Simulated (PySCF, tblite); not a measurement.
# C2H14N2Si3: geometry, infrared bands and NMR shifts

Wanted: the infrared bands and NMR shifts of C2H14N2Si3 (`CN[Si@H](N)C[SiH2][SiH3]`), by calculation.

Computed with tblite 0.8.0 and PySCF 2.14.0, with density-fitted response routines of our own, on a single molecule in the gas phase. Atoms count from 0, in the outputs and in this text.

## (1) The molecule as given

21 atoms, charge 0, multiplicity 1; geometry from: force field or distance geometry start.

Bonds of the start (Å): C0–N1 1.45, N1–Si2 1.71, Si2–N3 1.70, Si2–C4 1.82, C4–Si5 1.84, Si5–Si6 2.32, C0–H7 1.10, C0–H8 1.10, C0–H9 1.10, N1–H10 1.02, Si2–H11 1.47, N3–H12 1.01, N3–H13 1.01, C4–H14 1.10, C4–H15 1.09, Si5–H16 1.49, Si5–H17 1.49, Si6–H18 1.49, Si6–H19 1.48, Si6–H20 1.48.

## (2) Relaxing the molecule with GFN2-xTB

Job settings and geometry (Å):

```
{"job": {"kind": "relax", "xc": "GFN2-xTB", "basis": "xTB"}, "charge": 0, "multiplicity": 1}
C     -3.281600     0.338200     0.878800
N     -2.244400    -0.118400    -0.026700
Si    -0.572300    -0.086800     0.325500
N     -0.338000     1.557500    -0.023000
C      0.359700    -1.179000    -0.788400
Si     2.102200    -1.275400    -0.203600
Si     3.300200     0.683200    -0.506300
H     -3.314000    -0.244500     1.806300
H     -3.158700     1.394400     1.141100
H     -4.266600     0.241000     0.390100
H     -2.481800    -1.071400    -0.308500
H     -0.405300    -0.329600     1.763300
H     -0.923100     1.764100    -0.813800
H     -0.748400     2.091500     0.736000
H      0.319600    -0.819300    -1.831300
H     -0.074000    -2.182900    -0.781400
H      2.166000    -1.728400     1.219100
H      2.780300    -2.351600    -0.984900
H      2.922300     1.713700     0.506600
H      3.100500     1.207700    -1.873400
H      4.748800     0.412900    -0.325400
```

The run is started by

```bash
$ OMP_NUM_THREADS=1 python probes_run.py task.json out
```

One launch serves the whole session: the jobs run in the order shown.

Log:

```text
step      E/eV     max force
  0    -610.47999    2.180
  1    -610.65797    1.090
  2    -610.73386    0.780
  3    -610.80829    0.558
  4    -610.85999    0.666
  5    -610.92759    0.647
  6    -610.98284    0.567
  7    -611.02267    0.484
  8    -611.04452    0.280
  9    -611.05764    0.266
 10    -611.06701    0.219
 11    -611.07511    0.235
 12    -611.08209    0.189
 13    -611.08783    0.196
 14    -611.09304    0.172
 15    -611.09837    0.195
 16    -611.10415    0.218
 17    -611.10962    0.157
 18    -611.11364    0.140
 19    -611.11660    0.108
 20    -611.11970    0.145
 21    -611.12323    0.174
 22    -611.12638    0.138
 23    -611.12864    0.141
 24    -611.13044    0.127
 25    -611.13231    0.106
 26    -611.13430    0.119
 27    -611.13609    0.103
 28    -611.13750    0.096
 29    -611.13875    0.075
 30    -611.14017    0.118
 31    -611.14183    0.134
 32    -611.14346    0.109
 33    -611.14473    0.116
 34    -611.14601    0.092
 35    -611.14719    0.071
 36    -611.14859    0.071
 37    -611.14943    0.078
 38    -611.15042    0.069
 39    -611.15094    0.048
 40    -611.15139    0.045
 41    -611.15178    0.049
 42    -611.15220    0.049
 43    -611.15257    0.056
 44    -611.15293    0.048
 45    -611.15333    0.048
 46    -611.15385    0.068
 47    -611.15443    0.073
 48    -611.15496    0.054
 49    -611.15540    0.046
 50    -611.15582    0.049
 51    -611.15631    0.062
 52    -611.15687    0.060
 53    -611.15740    0.041
 54    -611.15792    0.058
 55    -611.15849    0.065
 56    -611.15921    0.077
 57    -611.16001    0.091
 58    -611.16078    0.083
 59    -611.16126    0.049
 60    -611.16164    0.042
 61    -611.16192    0.037
 62    -611.16215    0.037
 63    -611.16235    0.032
 64    -611.16257    0.033
 65    -611.16275    0.026
 66    -611.16288    0.039
 67    -611.16298    0.026
 68    -611.16309    0.020
 69    -611.16319    0.021
 70    -611.16333    0.023
 71    -611.16343    0.023
 72    -611.16353    0.021
 73    -611.16365    0.028
 74    -611.16385    0.040
 75    -611.16416    0.049
 76    -611.16449    0.038
 77    -611.16475    0.037
 78    -611.16497    0.034
 79    -611.16522    0.044
 80    -611.16553    0.051
 81    -611.16583    0.035
 82    -611.16608    0.028
 83    -611.16628    0.031
 84    -611.16652    0.052
 85    -611.16682    0.051
 86    -611.16717    0.070
 87    -611.16749    0.040
 88    -611.16773    0.030
 89    -611.16792    0.053
 90    -611.16821    0.053
 91    -611.16854    0.045
 92    -611.16886    0.042
 93    -611.16917    0.037
 94    -611.16950    0.040
 95    -611.16991    0.050
 96    -611.17038    0.052
 97    -611.17083    0.050
 98    -611.17116    0.045
 99    -611.17138    0.037
100    -611.17155    0.027
101    -611.17171    0.031
102    -611.17188    0.032
103    -611.17208    0.040
104    -611.17232    0.061
105    -611.17259    0.041
106    -611.17282    0.031
107    -611.17297    0.035
108    -611.17312    0.033
109    -611.17342    0.042
110    -611.17392    0.066
111    -611.17453    0.072
112    -611.17499    0.043
113    -611.17522    0.032
114    -611.17538    0.031
115    -611.17563    0.051
116    -611.17607    0.071
117    -611.17658    0.056
118    -611.17690    0.043
119    -611.17709    0.029
120    -611.17720    0.026
121    -611.17732    0.024
122    -611.17748    0.023
123    -611.17765    0.046
124    -611.17779    0.023
125    -611.17792    0.024
126    -611.17804    0.023
127    -611.17818    0.024
128    -611.17834    0.028
129    -611.17848    0.028
130    -611.17859    0.026
131    -611.17868    0.021
132    -611.17877    0.025
133    -611.17887    0.028
134    -611.17895    0.023
135    -611.17901    0.015
136    -611.17907    0.015
137    -611.17914    0.020
138    -611.17924    0.026
139    -611.17934    0.022
140    -611.17941    0.016
141    -611.17946    0.017
142    -611.17952    0.020
143    -611.17960    0.030
144    -611.17973    0.037
145    -611.17988    0.031
146    -611.18000    0.026
147    -611.18010    0.028
148    -611.18020    0.027
149    -611.18032    0.028
150    -611.18042    0.025
151    -611.18050    0.021
152    -611.18058    0.019
153    -611.18066    0.022
154    -611.18076    0.029
155    -611.18086    0.031
156    -611.18096    0.022
157    -611.18103    0.017
158    -611.18108    0.016
159    -611.18115    0.024
160    -611.18124    0.023
161    -611.18132    0.016
162    -611.18138    0.016
163    -611.18143    0.016
164    -611.18148    0.020
165    -611.18153    0.018
166    -611.18158    0.015
167    -611.18162    0.014
168    -611.18165    0.013
169    -611.18168    0.013
170    -611.18171    0.014
171    -611.18173    0.012
172    -611.18176    0.012
173    -611.18179    0.013
174    -611.18182    0.017
175    -611.18185    0.015
176    -611.18188    0.010
177    -611.18190    0.009
```

It took 5.2 s on 1 thread of Intel Xeon at 2.50GHz, shared host; peak memory 0.18 GiB.

Step by step: (not every step is listed)

| step | energy from step 0 (eV) | largest force (eV/Å) |
| --- | --- | --- |
| 0 | 0.0000 | 2.1802 |
| 1 | -0.1780 | 1.0897 |
| 2 | -0.2539 | 0.7798 |
| 3 | -0.3283 | 0.5585 |
| 4 | -0.3800 | 0.6658 |
| 5 | -0.4476 | 0.6467 |
| 6 | -0.5028 | 0.5668 |
| 7 | -0.5427 | 0.4838 |
| 8 | -0.5645 | 0.2802 |
| 24 | -0.6504 | 0.1270 |
| 40 | -0.6714 | 0.0450 |
| 56 | -0.6792 | 0.0767 |
| 72 | -0.6835 | 0.0214 |
| 88 | -0.6877 | 0.0301 |
| 104 | -0.6923 | 0.0611 |
| 120 | -0.6972 | 0.0260 |
| 136 | -0.6991 | 0.0151 |
| 152 | -0.7006 | 0.0193 |
| 168 | -0.7017 | 0.0130 |
| 172 | -0.7018 | 0.0117 |
| 173 | -0.7018 | 0.0130 |
| 174 | -0.7018 | 0.0169 |
| 175 | -0.7019 | 0.0154 |
| 176 | -0.7019 | 0.0100 |
| 177 | -0.7019 | 0.0090 |

Close pairs (by a distance rule), those that changed most:

| bond | before (Å) | after (Å) | change (Å) |
| --- | --- | --- | --- |
| Si2–C4 | 1.817 | 1.890 | +0.073 |
| C4–Si5 | 1.841 | 1.897 | +0.057 |
| Si2–N3 | 1.697 | 1.727 | +0.030 |
| Si6–H18 | 1.494 | 1.464 | -0.030 |
| Si5–H16 | 1.494 | 1.473 | -0.022 |
| N1–Si2 | 1.709 | 1.729 | +0.020 |
| C4–H14 | 1.104 | 1.090 | -0.014 |
| Si5–H17 | 1.493 | 1.479 | -0.014 |

The next job starts from the end point, and lists it.

## (3) Harmonic vibrations with GFN2-xTB

Job settings and geometry (Å):

```
{"job": {"kind": "ir", "xc": "GFN2-xTB", "basis": "xTB"}, "charge": 0, "multiplicity": 1}
C     -3.390816     0.436627     0.592010
N     -2.327668    -0.386350     0.067489
Si    -0.677941    -0.218507     0.558378
N     -0.080382     1.389074     0.355625
C      0.323857    -1.349920    -0.577202
Si     2.194289    -1.266176    -0.270517
Si     3.090358     0.829809    -0.603916
H     -3.788467     0.064113     1.543263
H     -3.003121     1.439452     0.758034
H     -4.213187     0.495598    -0.124411
H     -2.660045    -1.310463    -0.163380
H     -0.437339    -0.492214     1.984088
H     -0.052735     1.775930    -0.573828
H     -0.376846     2.099574     1.003341
H      0.117402    -1.096365    -1.616523
H     -0.013980    -2.376603    -0.444788
H      2.446893    -1.779206     1.086421
H      2.812322    -2.269681    -1.163724
H      3.082103     1.692788     0.578578
H      2.444938     1.596030    -1.678795
H      4.501446     0.743431    -1.010033
```

Log:

```text
mode    cm-1     km/mol
  1      25.2      0.04
  2      51.4      1.39
  3      80.4      0.06
  4      98.5      0.17
  5     115.9      0.78
  6     120.5      0.75
  7     147.9      1.40
  8     163.8      5.07
  9     184.6     16.17
 10     222.8      0.68
 11     253.2     16.51
 12     325.8     10.36
 13     374.4     50.27
 14     442.0     57.54
 15     467.4      3.77
 16     470.9      0.78
 17     502.3     59.27
 18     532.0    130.04
 19     569.8      1.06
 20     611.4     42.62
 21     653.5    300.77
 22     693.7     94.46
 23     706.2     82.77
 24     732.9    629.68
 25     767.7     83.30
 26     792.8    334.72
 27     809.7     73.78
 28     820.1     33.53
 29     830.5    325.98
 30     838.0    171.81
 31     849.9    107.88
 32     907.9    242.14
 33    1020.4      3.98
 34    1060.2     42.00
 35    1109.0      3.65
 36    1138.8    103.57
 37    1152.3     85.78
 38    1362.2     80.70
 39    1421.6      3.63
 40    1467.1      1.06
 41    1494.0      1.40
 42    1505.9      2.37
 43    1530.6     42.61
 44    2114.9    332.68
 45    2163.7     32.40
 46    2180.2    220.25
 47    2185.7    518.37
 48    2199.5    548.71
 49    2245.2    313.94
 50    2898.9     82.80
 51    2965.7     67.35
 52    2975.7     54.14
 53    2989.2     27.04
 54    3025.2     33.45
 55    3447.4      5.82
 56    3480.1      0.91
 57    3514.2      3.66
```

Run time: 3.2 s. Hardware: 1 thread of Intel Xeon at 2.50GHz, shared host; peak memory 0.18 GiB.

Which atoms move in the most intense modes:

| cm⁻¹ | km/mol | atoms |
| --- | --- | --- |
| 654 | 300.8 | H11 39 %, H16 17 %, H17 15 % |
| 733 | 629.7 | H11 14 %, C4 13 %, H16 11 %, H17 11 % |
| 793 | 334.7 | H18 20 %, H19 19 %, H17 16 %, H16 14 % |
| 830 | 326.0 | H16 21 %, H17 21 %, H20 15 %, H19 14 % |
| 2115 | 332.7 | H17 93 % |
| 2186 | 518.4 | H20 78 % |
| 2200 | 548.7 | H19 67 %, H20 16 % |
| 2245 | 313.9 | H18 96 % |

## (4) Nuclear shieldings: PBE0/pcSseg-1

Same as in step 3 but for these lines:

```diff
@@ -1,2 +1,2 @@
-{"job": {"kind": "ir", "xc": "GFN2-xTB", "basis": "xTB"}, "charge": 0, "multiplicity": 1}
+{"job": {"kind": "nmr", "xc": "PBE0", "basis": "pcSseg-1"}, "charge": 0, "multiplicity": 1}
 C     -3.390816     0.436627     0.592010
```

Method: GIAO PBE0/pcSseg-1 NMR shielding, non-relativistic, gas phase.

Log:

```text
coarse grid: 17848 points
cycle   1  E = -1061.9038143617  dE =  3.093e-01  |g| = 5.998e-01  |ddm| = 3.983e+00
cycle   2  E = -1061.8547355879  dE =  4.908e-02  |g| = 7.579e-01  |ddm| = 1.230e+00
cycle   3  E = -1061.9851532824  dE = -1.304e-01  |g| = 5.555e-02  |ddm| = 7.771e-01
cycle   4  E = -1061.9857648283  dE = -6.115e-04  |g| = 2.229e-02  |ddm| = 7.195e-02
cycle   5  E = -1061.9858700997  dE = -1.053e-04  |g| = 6.577e-03  |ddm| = 2.137e-02
cycle   6  E = -1061.9858805246  dE = -1.042e-05  |g| = 1.529e-03  |ddm| = 7.708e-03
cycle   7  E = -1061.9858811189  dE = -5.944e-07  |g| = 3.618e-04  |ddm| = 1.850e-03
final grid: 155392 points
cycle   8  E = -1062.0188673543  dE = -2.616e-05  |g| = 8.747e-03  |ddm| = 2.392e-02
cycle   9  E = -1062.0188567968  dE =  1.056e-05  |g| = 1.116e-02  |ddm| = 1.735e-02
cycle  10  E = -1062.0188847383  dE = -2.794e-05  |g| = 7.248e-04  |ddm| = 9.850e-03
cycle  11  E = -1062.0188848381  dE = -9.982e-08  |g| = 2.252e-04  |ddm| = 7.181e-04
cycle  12  E = -1062.0188848487  dE = -1.060e-08  |g| = 4.045e-05  |ddm| = 1.702e-04
cycle  13  E = -1062.0188848490  dE = -3.192e-10  |g| = 1.933e-05  |ddm| = 6.027e-05
converged SCF energy = -1062.0188848490

GIAO shielding tensors (ppm)
atom      isotropic    diamagn.    paramagn.     s11        s22        s33       span
  0 C      156.940     240.582     -83.641    131.691    151.913    187.216     55.525
  1 N      228.141     325.766     -97.625    201.924    221.024    261.475     59.551
  2 Si     370.196     882.966    -512.770    332.574    372.945    405.070     72.496
  3 N      239.583     321.178     -81.595    220.812    228.210    269.728     48.916
  4 C      192.945     261.347     -68.402    188.880    192.057    197.897      9.018
  5 Si     430.420     880.474    -450.054    399.675    417.270    474.314     74.640
  6 Si     465.263     879.590    -414.327    455.858    460.229    479.703     23.845
  7 H       28.985      26.632       2.352     23.402     26.718     36.834     13.431
  8 H       29.157      29.015       0.142     24.279     28.974     34.218      9.939
  9 H       28.912      26.648       2.264     23.508     26.722     36.506     12.998
 10 H       31.580      34.627      -3.046     22.043     31.687     41.011     18.968
 11 H       26.816      32.105      -5.289     23.247     25.528     31.673      8.426
 12 H       31.690      35.140      -3.450     26.044     27.683     41.342     15.298
 13 H       30.695      32.861      -2.167     23.762     26.676     41.646     17.885
 14 H       31.913      35.112      -3.199     27.450     30.240     38.049     10.599
 15 H       31.846      33.238      -1.392     25.626     30.317     39.593     13.967
 16 H       27.687      29.370      -1.683     24.114     25.863     33.083      8.969
 17 H       27.553      28.747      -1.194     23.310     25.564     33.785     10.475
 18 H       28.025      29.069      -1.044     24.182     27.104     32.789      8.607
 19 H       28.415      29.955      -1.540     24.734     27.756     32.755      8.021
 20 H       28.321      28.242       0.079     24.562     25.445     34.955     10.393
```

Run time: 99 s. Hardware: 1 thread of Intel Xeon at 2.50GHz, shared host; peak memory 0.87 GiB.

Shifts follow as δ = σ(reference) − σ, with reference shieldings (ppm) from runs at the same level and on the same kind of geometry: ¹H TMS 31.72, ¹³C TMS 186.9, ²⁹Si TMS 349.2, ¹⁵N NH3 267.7. The references are single molecules in the gas phase, so shifts against H2O, NH3, PH3, H3PO4 or CFCl3 are not on the usual liquid scales and can be off by tens of ppm. Atoms listed in one row are averaged.

| atoms | environment | σ (ppm) | δ (ppm) | δ scaled to CDCl3 |
| --- | --- | --- | --- | --- |
| C0 | methyl carbon bonded to N | 156.9 | 30.0 | 27.4 |
| C4 | sp3 CH2 bonded to 2 Si | 192.9 | -6.0 | -7.8 |
| H11 | hydrogen on a silicon bonded to C, 2 N | 26.82 | 4.90 | – |
| H17 | hydrogen on a silicon bonded to C, Si | 27.55 | 4.16 | – |
| H16 | hydrogen on a silicon bonded to C, Si | 27.69 | 4.03 | – |
| H18, H19, H20 | hydrogen on a silicon bonded to Si | 28.25 | 3.46 | – |
| H7, H8, H9 | hydrogen on a methyl carbon bonded to N | 29.02 | 2.70 | 2.65 |
| H12, H13 | hydrogen on a nitrogen bonded to Si | 31.19 | 0.52 | – |
| H10 | hydrogen on a nitrogen bonded to C, Si | 31.58 | 0.14 | – |
| H15 | hydrogen on an sp3 CH2 bonded to 2 Si | 31.85 | -0.13 | -0.02 |
| H14 | hydrogen on an sp3 CH2 bonded to 2 Si | 31.91 | -0.20 | -0.08 |
| N1 | nitrogen bonded to C, Si, H | 228.1 | 39.6 | – |
| N3 | nitrogen bonded to Si, 2 H | 239.6 | 28.1 | – |
| Si2 | silicon bonded to C, 2 N, H | 370.2 | -21.0 | – |
| Si5 | silicon bonded to C, Si, 2 H | 430.4 | -81.3 | – |
| Si6 | silicon bonded to Si, 3 H | 465.3 | -116.1 | – |

The scaled column applies a straight-line fit of computed shieldings to shifts measured in CDCl3 (root-mean-square error 0.16 ppm for H, 1.9 ppm for C).

The run also stored atomic charges by several schemes (e):

| atoms | Mulliken | IAO | Hirshfeld | ESP fit |
| --- | --- | --- | --- | --- |
| C0 | -0.09 | -0.30 | -0.07 | 0.04 |
| N1 | -0.69 | -0.69 | -0.25 | -0.78 |
| Si2 | 1.00 | 1.13 | 0.41 | 0.93 |
| N3 | -0.64 | -0.84 | -0.30 | -1.00 |
| C4 | -0.86 | -0.83 | -0.25 | -0.78 |
| Si5 | 0.29 | 0.46 | 0.24 | 0.49 |
| Si6 | 0.19 | 0.28 | 0.20 | 0.09 |

Mayer bond orders: C0–N1 0.98, N1–Si2 0.99, Si2–N3 1.00, Si2–C4 0.90, C4–Si5 0.92, Si5–Si6 0.92.

## (5) What came out

```
                                                              quantity                                                       value
                             strongest single infrared mode (GFN2-xTB)                                        733 cm⁻¹, 630 km/mol
                                          zero-point energy (GFN2-xTB)                                               96.9 kcal/mol
                                ¹³C shifts against TMS (PBE0/pcSseg-1)                                              30.0, -6.0 ppm
¹H shifts against TMS (PBE0/pcSseg-1, means over atoms taken as alike)  4.90, 4.16, 4.03, 3.46, 2.70, 0.52, 0.14, -0.13, -0.20 ppm
                                ¹⁵N shifts against NH3 (PBE0/pcSseg-1)                                              39.6, 28.1 ppm
                               ²⁹Si shifts against TMS (PBE0/pcSseg-1)                                    -21.0, -81.3, -116.1 ppm
```

**Reading.** Relaxing lowered the energy by 0.702 eV in 177 steps; the close pair that moved most is Si2–C4, from 1.817 to 1.890 Å. No mode is imaginary among the 57: a minimum at this level. The strongest single mode, at 733 cm⁻¹, has its largest shares on H11, C4, H16 and H17 (the list is cut at 4 atoms). Unscaled tight-binding wavenumbers are off by several per cent, some by more. Its intensities can rank the bands wrongly. The most deshielded carbon is C0 (methyl carbon bonded to N), at 30.0 ppm: deshielded by the electronegative neighbour.
